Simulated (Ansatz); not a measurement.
# SnH2 (triplet): from Hartree-Fock to the top rungs at distance Sn1–H2 = 1.402 Å, def2-SVP

Aim: climb from Hartree-Fock through coupled cluster and multireference methods for SnH2 (triplet) at one geometry and basis, and see what each rung misses.

Computed with Ansatz 0.2.0, Gaussian basis. Level: def2-SVP, core rule «outside noble gas», up to 9 orbitals frozen.

The runs, in order: UHF; CCSD(T) on ROHF; CCSD(T) on UHF; BCCD(T) on ROHF; CISD; CCSDT(Q) on ROHF; CCSDT(Q) on UHF; CASSCF and MRCISD+Q, 4 electrons in 4 orbitals; CASSCF and NEVPT2, 4 electrons in 4 orbitals; CASSCF and MRCISD+Q, 6 electrons in 6 orbitals; CASSCF and NEVPT2, 6 electrons in 6 orbitals; Full CI.

19 further runs of the same task are left out: 16 that didn't finish, 3 set aside as unsound or not needed.

## Step 1: What is computed

The geometry derives from a PBE0/def2-TZVP stationary point (not a proven minimum). One bond is set to the value named and the two fragments are kept rigid. No spin-orbit coupling is included. Elements past krypton take def2 core potentials.

3 atoms, charge 0, spin multiplicity 3.

Atoms are counted from 1 here; the program's logs count them from 0.

Bond lengths: Sn1–H2 1.402 Å, Sn1–H3 1.715 Å. Angles: H2–Sn1–H3 119.7°.

## Step 2: UHF

Contents of in.yaml:

```yaml
crystal:
  periodic: [false, false, false]
  atoms:
    - {symbol: Sn, position_ang: [0.000000, -0.013078, -0.002260]}
    - {symbol: H, position_ang: [0.000000, 0.691461, -1.214377]}
    - {symbol: H, position_ang: [0.000000, 0.848766, 1.480493]}
basis:
  gaussian: {orbitals: def2-SVP}
magnetization: {spin_polarized: true, initial_magnetization: 2}
hamiltonian: {xc: hf}
output: {orbitals: {seedname: orbitals}}
```

Launch:

```console
ansatz run in.yaml --threads 1 --pin off --events-out ev --progress --plain --max-ram 2393MiB
```

Further steps of the session: CCSD(T) on ROHF; CCSD(T) on UHF; BCCD(T) on ROHF; CISD; CCSDT(Q) on ROHF; CCSDT(Q) on UHF; CASSCF and MRCISD+Q, 4 electrons in 4 orbitals; CASSCF and NEVPT2, 4 electrons in 4 orbitals; CASSCF and MRCISD+Q, 6 electrons in 6 orbitals; CASSCF and NEVPT2, 6 electrons in 6 orbitals; Full CI.

Before running them: what should the planned runs give, taken together? Wanted: FCI below the RHF energy; RMP2 from FCI; UMP2 from FCI; RCCSD from FCI; RCCSD(T) from FCI; UCCSD(T) from FCI; RCCSDT(Q) from FCI; UCCSDT(Q) from FCI; NEVPT2 pair from FCI.

The runs gave:

| quantity | value |
| --- | --- |
| FCI below the RHF energy | -2.2661 eV |
| RMP2 from FCI | +12.87 kcal/mol |
| UMP2 from FCI | +12.33 kcal/mol |
| RCCSD from FCI | +1.14 kcal/mol |
| RCCSD(T) from FCI | +0.26 kcal/mol |
| UCCSD(T) from FCI | -0.21 kcal/mol |
| RCCSDT(Q) from FCI | -0.03 kcal/mol |
| UCCSDT(Q) from FCI | -0.50 kcal/mol |
| NEVPT2 pair from FCI | +11.45 kcal/mol |
| MRCISD+Q pair from FCI | -0.32 kcal/mol |
| NEVPT2 valence from FCI | +9.78 kcal/mol |
| levels within 1 kcal/mol (43 meV) | UCCSD, RCCSD(T), UCCSD(T), BCCD(T), RCCSDT, UCCSDT, RCCSDT(Q), UCCSDT(Q), MRCISD+Q pair, MRCISD valence, MRCISD+Q valence |
| T1 diagnostic | 0.017 |
| effectively unpaired electrons | 2.02 |

**Reading.** RCCSD(T) misses by +0.26 kcal/mol, 0.5 % of the correlation energy. CCSD(T) misses by +0.26 kcal/mol on the restricted determinant and by -0.21 kcal/mol on the unrestricted one; the two need not hold the same state or core. UCCSD(T), UCCSDT, UCCSDT(Q), MRCISD+Q pair, MRCISD+Q valence fall below full CI: unrestricted runs freeze a spin-polarised core, another one than full CI's, and coupled cluster isn't variational. One determinant dominates. Of the multireference levels listed MRCISD+Q pair comes nearest in total energy (-0.32 kcal/mol), which doesn't show that its space is the better one. These misses are within one basis, not against nature; the frozen cores of restricted and unrestricted runs differ, which can shift their rows.
